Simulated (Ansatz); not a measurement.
# C2H8NSb: the cost of one run

All numbers below are computed with Ansatz 0.2.0 (RKS PBE0-D4/def2-mTZVP).

## Step 1: The starting structure

Bond lengths: C1–C2 1.470 Å, C2–N3 1.432 Å, C2–Sb4 2.171 Å, C1–H5 1.163 Å, C1–H6 1.162 Å, C1–H7 1.082 Å, C2–H8 1.144 Å, N3–H9 1.062 Å, N3–H10 1.060 Å, Sb4–H11 1.812 Å, Sb4–H12 1.808 Å. Angles (14 of 18 angles, heavy atoms first): C1–C2–N3 108.6°, C1–C2–Sb4 112.0°, N3–C2–Sb4 109.6°, C1–C2–H8 111.5°, N3–C2–H8 107.8°, Sb4–C2–H8 107.2°, C2–C1–H5 110.3°, C2–C1–H6 111.4°, C2–C1–H7 114.2°, C2–N3–H9 110.7°, C2–N3–H10 111.3°, C2–Sb4–H11 90.5°, C2–Sb4–H12 90.4°, H5–C1–H6 103.6°.

As a file:

```xyz
12

C    -0.9411    0.7012    0.2103
C     0.4355    0.3797   -0.1936
N     1.2670    0.3873    0.9722
Sb    0.5673   -1.5558   -1.1686
H    -1.6300    0.7738   -0.7239
H    -1.0072    1.7609    0.6823
H    -1.3742   -0.0036    0.9085
H     0.8505    1.1551   -0.9250
H     2.2828    0.2192    0.7105
H     1.0279   -0.4153    1.6219
H    -0.9019   -1.1761   -2.1583
H    -0.4997   -2.2816    0.0978
```

## Step 2: Relaxing end A

Input file input.yaml:

```yaml
crystal:
  periodic: [false, false, false]
  atoms:
    - { symbol: C, position_ang: [-0.9411, 0.7012, 0.2103] }
    - { symbol: C, position_ang: [0.4355, 0.3797, -0.1936] }
    - { symbol: "N", position_ang: [1.267, 0.3873, 0.9722] }
    - { symbol: Sb, position_ang: [0.5673, -1.5558, -1.1686] }
    - { symbol: H, position_ang: [-1.63, 0.7738, -0.7239] }
    - { symbol: H, position_ang: [-1.0072, 1.7609, 0.6823] }
    - { symbol: H, position_ang: [-1.3742, -0.0036, 0.9085] }
    - { symbol: H, position_ang: [0.8505, 1.1551, -0.925] }
    - { symbol: H, position_ang: [2.2828, 0.2192, 0.7105] }
    - { symbol: H, position_ang: [1.0279, -0.4153, 1.6219] }
    - { symbol: H, position_ang: [-0.9019, -1.1761, -2.1583] }
    - { symbol: H, position_ang: [-0.4997, -2.2816, 0.0978] }
basis:
  gaussian: { orbitals: def2-mTZVP }
hamiltonian:
  xc: pbe0
  dispersion: d4
relax:
  f_tol: 0.015
  max_steps: 40
```

Started as:

```sh
ansatz run input.yaml --threads 2 --pin off --max-ram 3072MiB --backend cpu --events-out ev --progress --plain --runs-dir out
```

Q: Estimate wall time and peak memory on 2 threads of Intel Xeon Platinum 8375C at 2.90GHz (Ice Lake), shared host.

About 36 s, with a peak of 0.3 GiB.
